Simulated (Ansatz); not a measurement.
# H₇NOSi₂Sn: how energies converge with the basis set

How large a basis does H₇NOSi₂Sn need? Two functionals are run in growing sets.

Method: one geometry, several basis sets; program: Ansatz 0.2.0, Gaussian basis.

Plan: PBE0-D4/def2-SVP; ωB97M-V/def2-SVP; PBE0-D4/def2-QZVPP; ωB97M-V/def2-QZVPP; the functionals' def2-TZVPP values are taken from earlier runs.

## 1. Structure used throughout

The geometry comes from an earlier relaxation with PBE0-D4 in a triple-zeta def2 set; it is a stationary point, not always the lowest conformer. Sn takes the def2 core potential; no spin-orbit term is included.

SMILES `[OH][Sn][N]([SiH3])[SiH3]`, 12 atoms, charge 0, spin multiplicity 1.

Atoms are counted from 1 here; the program's logs count them from 0.

Bond lengths: O1–Sn2 1.974 Å, O1–H6 0.962 Å, Sn2–N3 2.084 Å, N3–Si4 1.729 Å, N3–Si5 1.727 Å, Si4–H7 1.489 Å, Si4–H8 1.488 Å, Si4–H9 1.492 Å, Si5–H10 1.492 Å, Si5–H11 1.488 Å, Si5–H12 1.489 Å. Angles: Sn2–O1–H6 118.8°, O1–Sn2–N3 98.1°, Sn2–N3–Si4 116.9°, Sn2–N3–Si5 123.9°, Si4–N3–Si5 119.1°, N3–Si4–H7 112.2°, N3–Si4–H8 112.3°, N3–Si4–H9 107.5°, H7–Si4–H8 107.7°, H7–Si4–H9 108.5°, H8–Si4–H9 108.5°, N3–Si5–H10 110.8°, N3–Si5–H11 112.4°, N3–Si5–H12 110.1°, H10–Si5–H11 107.2°, H10–Si5–H12 107.9°, H11–Si5–H12 108.3°.

## 2. PBE0-D4 in def2-SVP

Input file in.yaml:

```yaml
crystal:
  periodic: [false, false, false]
  atoms:
    - {symbol: O, position_ang: [1.283061, 2.463201, -1.228745]}
    - {symbol: Sn, position_ang: [0.419345, 2.211511, 0.527829]}
    - {symbol: N, position_ang: [-0.071038, 0.195857, 0.325872]}
    - {symbol: Si, position_ang: [-0.845510, -0.560299, 1.674365]}
    - {symbol: Si, position_ang: [0.200400, -0.722756, -1.111683]}
    - {symbol: H, position_ang: [1.445005, 1.691657, -1.780434]}
    - {symbol: H, position_ang: [-2.175433, -1.126803, 1.315569]}
    - {symbol: H, position_ang: [-0.025635, -1.659894, 2.252041]}
    - {symbol: H, position_ang: [-1.043636, 0.483187, 2.722397]}
    - {symbol: H, position_ang: [1.487158, -0.328992, -1.757084]}
    - {symbol: H, position_ang: [-0.875457, -0.528625, -2.121858]}
    - {symbol: H, position_ang: [0.278839, -2.173246, -0.784071]}
basis:
  gaussian: {orbitals: def2-SVP}
hamiltonian: {xc: pbe0, dispersion: d4}
output: {orbitals: {seedname: orbitals}}
```

Run with:

```
$ ansatz run in.yaml --threads 4 --pin off --events-out ev --progress --plain --max-ram 11315MiB
```

Further steps of the session: ωB97M-V in def2-SVP; PBE0-D4 in def2-QZVPP; ωB97M-V in def2-QZVPP.

Q: Predict the results of all the runs planned. Wanted: PBE0-D4: double and triple zeta above quadruple; ωB97M-V: double and triple zeta above quadruple.

**Answer**, as computed:

| quantity | value |
| --- | --- |
| PBE0-D4: double and triple zeta above quadruple | 11.30, 0.83 eV |
| ωB97M-V: double and triple zeta above quadruple | 11.44, 0.78 eV |

In words: PBE0-D4 gains 10.47 eV from double to triple zeta, then 0.83 eV more. Total energies overstate the basis error of differences, where much of it tends to cancel.
